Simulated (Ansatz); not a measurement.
Working through an all-electron equation of state of Ir, space group Fm-3m

Program: Ansatz 0.2.0 through its Python package.

Interactive session:
```pycon
>>> import ansatz as az
>>> from ase.eos import EquationOfState
>>> from ase.units import GPa
>>> import numpy as np
>>> VECTORS = np.array([
...     [0.0, 1.9156, 1.9156],
...     [1.9156, 0.0, 1.9156],
...     [1.9156, 1.9156, 0.0],
... ])
>>> SITES = [
...     ('Ir', (0.0, 0.0, 0.0)),
... ]
>>> def make_crystal(cell):
...     crystal = az.Crystal(lattice=az.Lattice.of(cell))
...     for symbol, position in SITES:
...         crystal = crystal.atom(symbol, position)
...     return crystal
...
>>> volumes, energies = [], []
>>> for scale in np.linspace(0.92, 1.08, 5):
...     cell = VECTORS * scale ** (1 / 3)
...     job = (
...         make_crystal(cell).calculation()
...         .occupations(az.OccupationsMethod.COLD, width=0.1)  # the run then minimises F = E - TS
...         .functional('PBE')
...         .kpoints(13, 13, 13)
...         .pseudopotentials('all_electron', lapw=True)
...     )
...     r = job.run(threads=1).report
...     volumes.append(abs(np.linalg.det(cell)) / len(SITES))
...     energies.append(r['free_energy_ev'] / len(SITES))
...     print(f'{scale:.3f} {volumes[-1]:9.4f} A^3/atom {energies[-1]:16.5f} eV/atom  (estimated basis error {1000 * r["lapw_basis_errors"]["total_ev_per_atom"]:.2f} meV/atom)')
...
0.920   12.9340 A^3/atom    -485025.74012 eV/atom  (estimated basis error 0.06 meV/atom)
0.960   13.4963 A^3/atom    -485025.88429 eV/atom  (estimated basis error 0.06 meV/atom)
1.000   14.0587 A^3/atom    -485025.95621 eV/atom  (estimated basis error 0.06 meV/atom)
1.040   14.6210 A^3/atom    -485025.97095 eV/atom  (estimated basis error 0.06 meV/atom)
1.080   15.1834 A^3/atom    -485025.94054 eV/atom  (estimated basis error 0.06 meV/atom)
>>> v0, e0, bulk = EquationOfState(volumes, energies, eos='birchmurnaghan').fit()
>>> print(f'V0 = {v0:.4f} A^3/atom, B0 = {bulk / GPa:.1f} GPa')
V0 = 14.5047 A^3/atom, B0 = 345.1 GPa
```

A third-order Birch-Murnaghan fit through the 5 points has its minimum at 14.50 Å³ an atom, 3.2 % above the typed cell, with a bulk modulus of 347 GPa and dB/dP = 5.0. From that minimum the energy rises by 231.8 meV an atom on the compressed side and 31.4 meV on the expanded side.

All-electron totals depend on functional, relativistic treatment and basis; only differences at equal settings carry meaning. No spin polarisation was allowed. The mesh is modest for a metal, so energies can be off by several to tens of meV an atom and pressures by half a GPa or more; differences at equal mesh fare better. Of the deposited cell: the entry's cell lengths or inner coordinates differ somewhat from later room-temperature determinations. Spin-orbit coupling, which matters for elements this heavy, is left out. Wall time of the script: 59 s on 1 thread of Arm Neoverse V1, on a shared host, peak memory 0.43 GiB.
